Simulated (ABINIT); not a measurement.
ZrB, 2 atoms in the cell. It takes space group Fm-3m (No. 225, cubic). The conventional cell has a = 4.650 Å, b = 4.650 Å, c = 4.650 Å, α = 90.00°, β = 90.00°, γ = 90.00°. Around Zr (site symmetry m-3m) lie 6 B at 2.33 Å. B (site symmetry m-3m) is surrounded by 6 Zr at 2.33 Å. 

```yaml
Program: ABINIT 10.8.3 (patched build)
Task: equation of state
Functional: PBE
Potentials_or_basis: Ansatz NC PBE
Cutoff: 1116 eV
k_mesh: 10 × 10 × 10
Occupations: fermi-dirac, width 0.05 eV
Spin: no spin polarisation
```

Potentials or basis: Ansatz NC PBE.

Run with:

```sh
$ abinit run.abi > log 2>&1
```

Hardware: 1 thread of Arm Neoverse V2, on a shared host.

Q: Estimate the wall time of this run.

A: It took 3 min on 1 thread of Arm Neoverse V2, with other jobs on the host, peak memory 0.12 GiB. Counts: scf iterations 57, mpi ranks 1, k points 47, bands 12, plane waves 2017.
